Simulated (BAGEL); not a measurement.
**C2HF2Se− (SMILES F/C=C(\F)[Se-]): HF/6-31G(d) (density fitting with qzvpp-jkfit, spherical functions)**

What is the vertical singlet–triplet gap of C2HF2Se− at HF/6-31G* (density fitting with qzvpp-jkfit, spherical functions)? 

Program for the calculation: BAGEL 1.2.2.

5 further runs of the same task are left out: 3 that didn't finish, 2 set aside as unsound or not needed.

## 1. Starting point

C2HF2Se−: 6 atoms, total charge -1, spin state singlet. SMILES: `F/C=C(\F)[Se-]`. Geometry: a GFN2-xTB relaxation, a rough one for these elements and not checked as a minimum.

Bond lengths: F1–C2 1.370 Å, C2–C3 1.328 Å, C3–F4 1.348 Å, C3–Se5 1.852 Å, C2–H6 1.075 Å. Angles: F1–C2–C3 123.6°, C2–C3–F4 120.0°, C2–C3–Se5 122.4°, F4–C3–Se5 117.6°, F1–C2–H6 113.0°, C3–C2–H6 123.4°.

## 2. The energy at HF/6-31G(d) (density fitting with qzvpp-jkfit, spherical functions)

Contents of hf.json:

```json
{ "bagel": [

{
  "title": "molecule",
  "basis": "6-31gs.json",
  "df_basis": "qzvpp-jkfit",
  "angstrom": true,
  "geometry": [
    { "atom": "F", "xyz": [       0.283520,      -1.136900,       1.471120 ] },
    { "atom": "C", "xyz": [      -0.026740,      -0.036440,       0.715940 ] },
    { "atom": "C", "xyz": [       0.036450,      -0.014180,      -0.610140 ] },
    { "atom": "F", "xyz": [       0.422640,      -1.114860,      -1.286160 ] },
    { "atom": "Se", "xyz": [      -0.389000,       1.493260,      -1.598590 ] },
    { "atom": "H", "xyz": [      -0.326870,       0.809120,       1.307840 ] }
  ]
},

{
  "title": "hf",
  "charge": -1
},

{
  "title": "print",
  "file": "orbitals.molden",
  "orbitals": true
}

]}
```

The basis set 6-31G* is read from a file made from the Basis Set Exchange's data (not shown).

On the command line:

```
$ BAGEL_NUM_THREADS=1 BAGEL hf.json > hf.out
```

The program printed:

```text
* using 1 threads per process

  ===============================================================
  ===============================================================

  *** Geometry ***

  { "atom" : "F", "xyz" : [      0.535775,     -2.148430,      2.780014 ] },
  { "atom" : "C", "xyz" : [     -0.050531,     -0.068862,      1.352931 ] },
  { "atom" : "C", "xyz" : [      0.068881,     -0.026796,     -1.152997 ] },
  { "atom" : "F", "xyz" : [      0.798674,     -2.106780,     -2.430490 ] },
  { "atom" : "Se", "xyz" : [     -0.735103,      2.821852,     -3.020897 ] },
  { "atom" : "H", "xyz" : [     -0.617695,      1.529015,      2.471459 ] },

  Number of auxiliary basis functions:      588

  Since a DF basis is specified, we compute 2- and 3-index integrals:
    o Being stored without compression. Storage requirement is 0.038 GB

  Number of basis functions:       90
  Number of electrons      :       65

    * METHOD: MOLECULE                             0.41

  *** RHF ***

  === Nuclear Repulsion ===
   305.7904635290

      * DIIS with orbital gradients will be used.

  === RHF iteration (6-31gs.json) ===
      0      -2674.52776753          0.01585227           0.13
      1      -2674.66046479          0.01019042           0.12
      2      -2674.71205366          0.00143398           0.12
      3      -2674.71400807          0.00043580           0.12
      4      -2674.71418374          0.00015965           0.12
      5      -2674.71421159          0.00005243           0.12
      6      -2674.71421700          0.00002231           0.12
      7      -2674.71421767          0.00000571           0.12
      8      -2674.71421772          0.00000229           0.12
      9      -2674.71421772          0.00000096           0.12
     10      -2674.71421772          0.00000028           0.12
     11      -2674.71421772          0.00000009           0.12
     12      -2674.71421772          0.00000004           0.12
     13      -2674.71421772          0.00000001           0.12
     14      -2674.71421772          0.00000001           0.13
    * SCF iteration converged.

    * Permanent dipole moment:
           (   -0.070055,     0.346080,    -0.743697) a.u.

    * METHOD: HF                                   2.12

    * METHOD: PRINT                                0.02

  ===============================================================
```

Run time: 2.7 s. Hardware: 1 thread of Arm Neoverse V1, shared host; peak memory 0.16 GiB.

## 3. The triplet at the same level

Contents of input.json:

```json
{ "bagel" : [

{
  "title" : "molecule",
  "basis" : "6-31gs.json",
  "df_basis" : "qzvpp-jkfit",
  "angstrom" : true,
  "geometry" : [
    { "atom" : "F", "xyz" : [    0.283520,   -1.136900,    1.471120 ] },
    { "atom" : "C", "xyz" : [   -0.026740,   -0.036440,    0.715940 ] },
    { "atom" : "C", "xyz" : [    0.036450,   -0.014180,   -0.610140 ] },
    { "atom" : "F", "xyz" : [    0.422640,   -1.114860,   -1.286160 ] },
    { "atom" : "Se", "xyz" : [   -0.389000,    1.493260,   -1.598590 ] },
    { "atom" : "H", "xyz" : [   -0.326870,    0.809120,    1.307840 ] }
  ]
},
{ "title" : "uhf", "charge" : -1, "nopen" : 2 },
{ "title" : "print", "file" : "orbitals.molden", "orbitals" : true }

]}
```

The basis set 6-31G* is read from a file made from the Basis Set Exchange's data (not shown).

On the command line:

```
$ BAGEL_NUM_THREADS=1 BAGEL input.json > input.out
```

The program printed:

```text
* using 1 threads per process

  ===============================================================
  ===============================================================

  *** Geometry ***

  { "atom" : "F", "xyz" : [      0.535775,     -2.148430,      2.780014 ] },
  { "atom" : "C", "xyz" : [     -0.050531,     -0.068862,      1.352931 ] },
  { "atom" : "C", "xyz" : [      0.068881,     -0.026796,     -1.152997 ] },
  { "atom" : "F", "xyz" : [      0.798674,     -2.106780,     -2.430490 ] },
  { "atom" : "Se", "xyz" : [     -0.735103,      2.821852,     -3.020897 ] },
  { "atom" : "H", "xyz" : [     -0.617695,      1.529015,      2.471459 ] },

  Number of auxiliary basis functions:      588

  Since a DF basis is specified, we compute 2- and 3-index integrals:
    o Being stored without compression. Storage requirement is 0.038 GB

  Number of basis functions:       90
  Number of electrons      :       65

    * METHOD: MOLECULE                             0.41

  *** Open-shell HF ***

  === Nuclear Repulsion ===
   305.7904635290

      * DIIS with orbital gradients will be used.

  === UHF iteration (6-31gs.json) ===
      0      -2674.28362492          0.03268018           0.25
      1      -2674.43662502          0.02290270           0.24
      2      -2674.48661797          0.01532638           0.25
      3      -2674.52301410          0.00189150           0.26
      4      -2674.53121425          0.00146475           0.26
      5      -2674.53684086          0.00110134           0.26
      6      -2674.54232188          0.00051732           0.26
      7      -2674.54263790          0.00034847           0.26
      8      -2674.54295549          0.00016440           0.25
      9      -2674.54309338          0.00010471           0.25
     10      -2674.54314052          0.00004490           0.25
     11      -2674.54315217          0.00002103           0.25
     12      -2674.54315657          0.00001414           0.24
     13      -2674.54315928          0.00001213           0.25
     14      -2674.54316223          0.00001052           0.24
     15      -2674.54316522          0.00000871           0.25
     16      -2674.54316674          0.00000750           0.25
     17      -2674.54316722          0.00000709           0.25
     18      -2674.54316746          0.00000702           0.25
     19      -2674.54316757          0.00000705           0.24
     20      -2674.54316749          0.00000702           0.25
     21      -2674.54316739          0.00000698           0.24
     22      -2674.54316746          0.00000697           0.25
     23      -2674.54316744          0.00000695           0.25
     24      -2674.54316748          0.00000695           0.25
     25      -2674.54316750          0.00000696           0.25
     26      -2674.54316764          0.00000701           0.25
     27      -2674.54316735          0.00000691           0.25
     28      -2674.54316720          0.00000684           0.25
     29      -2674.54316701          0.00000677           0.25
     30      -2674.54316685          0.00000671           0.29
     31      -2674.54316673          0.00000667           0.32
     32      -2674.54316682          0.00000668           0.27
     33      -2674.54316677          0.00000668           0.25
     34      -2674.54316699          0.00000670           0.26
     35      -2674.54316709          0.00000670           0.24
     36      -2674.54316708          0.00000669           0.27
     37      -2674.54316714          0.00000675           0.25
     38      -2674.54316654          0.00000651           0.25
     39      -2674.54316594          0.00000624           0.25
     40      -2674.54316440          0.00000554           0.24
     41      -2674.54316319          0.00000455           0.24
     42      -2674.54316259          0.00000394           0.24
     43      -2674.54316265          0.00000267           0.25
     44      -2674.54316264          0.00000152           0.24
     45      -2674.54316264          0.00000082           0.25
     46      -2674.54316263          0.00000057           0.25
     47      -2674.54316263          0.00000047           0.25
     48      -2674.54316264          0.00000044           0.26
     49      -2674.54316264          0.00000042           0.25
     50      -2674.54316264          0.00000041           0.25
     51      -2674.54316264          0.00000041           0.25
     52      -2674.54316264          0.00000041           0.25
     53      -2674.54316264          0.00000041           0.25
     54      -2674.54316264          0.00000040           0.25
     55      -2674.54316263          0.00000028           0.25
     56      -2674.54316262          0.00000019           0.25
     57      -2674.54316262          0.00000009           0.24
     58      -2674.54316262          0.00000006           0.25
     59      -2674.54316262          0.00000005           0.25
     60      -2674.54316262          0.00000003           0.25
     61      -2674.54316262          0.00000003           0.25
     62      -2674.54316262          0.00000002           0.25
     63      -2674.54316262          0.00000002           0.25
     64      -2674.54316262          0.00000002           0.25
     65      -2674.54316262          0.00000001           0.26
     66      -2674.54316262          0.00000001           0.25
     67      -2674.54316262          0.00000001           0.25
    * SCF iteration converged.

    * S^2 (UHF) is 2.1097

    * Permanent dipole moment:
           (   -0.145941,     0.643514,    -1.070823) a.u.

    * METHOD: UHF                                 17.38

    * METHOD: PRINT                                0.02

  ===============================================================
```

Wall time 18 s (1 thread of Arm Neoverse V1, shared host); peak memory 0.16 GiB.

## 4. Results

Level: HF/6-31G* (density fitting with qzvpp-jkfit, spherical functions).

```
                                                      quantity           value
                                         singlet: total energy  -2674.71422 Eh
                                          singlet: HOMO energy        -2.38 eV
                                          singlet: LUMO energy        10.09 eV
singlet: HOMO–LUMO gap (to an unbound level, set by the basis)        12.47 eV
                                         triplet: total energy  -2674.54316 Eh
                                                 triplet: ⟨S²⟩           2.110
              vertical energy of the triplet above the singlet        4.655 eV
```

**Reading.** At this shape the triplet lies 4.65 eV (107 kcal/mol) above the singlet. For an anion a state so high probably lies above electron detachment. ⟨S²⟩ (triplet) is 2.11 where a pure triplet has 2.00: the reference is spin-contaminated.
